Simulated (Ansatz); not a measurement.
# GeClO (quartet): the correlation ladder, cc-pVDZ

An exercise on one series of results from a longer session: the logs are not shown, and one member is left open.

Computed with Ansatz 0.2.0, Gaussian basis. Level: cc-pVDZ, core rule «outside noble gas», up to 20 orbitals frozen.

To be run: UHF; CCSD(T) on ROHF; CCSD(T) on UHF; BCCD(T) on ROHF; CISD as a restricted active space (open shells left free, so some higher excitations enter); CCSDT(Q) on ROHF; CCSDT(Q) on UHF.

19 further runs of the same task are left out: 3 for a known fault of the program, 8 that didn't finish, 8 set aside as unsound or not needed. Runs told in other sessions of the task aren't counted.

## The geometry

The geometry is a PBE0/def2-TZVP stationary point (not a proven minimum) of the parent state, kept for this charge and spin. No spin-orbit coupling is included. The filled d shell of Ge may be among the frozen orbitals whatever the setting's name suggests.

3 atoms, charge 0, spin multiplicity 4.

Atoms are counted from 1 here; the program's logs count them from 0.

Bond lengths: Cl1–Ge3 2.166 Å, O2–Ge3 1.660 Å. Angles: Cl1–Ge3–O2 119.3°.

Coordinates:

| atom | x (Å) | y (Å) | z (Å) |
| --- | --- | --- | --- |
| Cl1 | 0.0000 | 0.2435 | 1.6448 |
| O2 | 0.0000 | 0.8786 | -1.6052 |
| Ge3 | 0.0000 | -0.3123 | -0.4492 |

Set-up of the first run:

in.yaml reads:

```yaml
crystal:
  periodic: [false, false, false]
  atoms:
    - {symbol: Cl, position_ang: [0.000000, 0.243476, 1.644766]}
    - {symbol: O, position_ang: [0.000000, 0.878551, -1.605214]}
    - {symbol: Ge, position_ang: [0.000000, -0.312338, -0.449193]}
basis:
  gaussian: {orbitals: cc-pVDZ}
magnetization: {spin_polarized: true, initial_magnetization: 3}
hamiltonian: {xc: hf}
output: {orbitals: {seedname: orbitals}}
```

Launch:

```bash
> ansatz run in.yaml --threads 1 --pin off --events-out ev --progress --plain --max-ram 2393MiB
```

Among the steps run: UHF; CCSD(T) on ROHF; CCSD(T) on UHF; BCCD(T) on ROHF; CISD as a restricted active space (open shells left free, so some higher excitations enter); CCSDT(Q) on ROHF; CCSDT(Q) on UHF.

One of the session's tables, all rows but one given; the rest of the session is left out.

```
   method  from UCCSDT(Q) (meV)
     ROHF              +10042.5
      UHF               +9847.9
     RMP2               +1112.8
     UMP2               +1103.0
    RCCSD                +296.6
    UCCSD                +282.1
 RCCSD(T)                     ?
 UCCSD(T)                 +60.0
  BCCD(T)                 +68.5
   RCCSDT                 +35.5
   UCCSDT                 +25.1
RCCSDT(Q)                 +12.9
UCCSDT(Q)                     0
```

**Question.** Estimate the row for RCCSD(T).

The run gave: from UCCSDT(Q) (meV): +70.0. In the column «from UCCSDT(Q) (meV)» it lies between BCCD(T) (+68.5) and UCCSD (+282.1).

Not comparable, so not listed: CISD as a restricted active space (open shells left free, so some higher excitations enter) (they don't share determinant, frozen orbitals or solution with the rows shown, or repeat one).

To keep in mind: Restricted and unrestricted rows rest on different reference determinants; a gap between their highest levels can come from leftover correlation error, from unlike frozen cores or from another state.
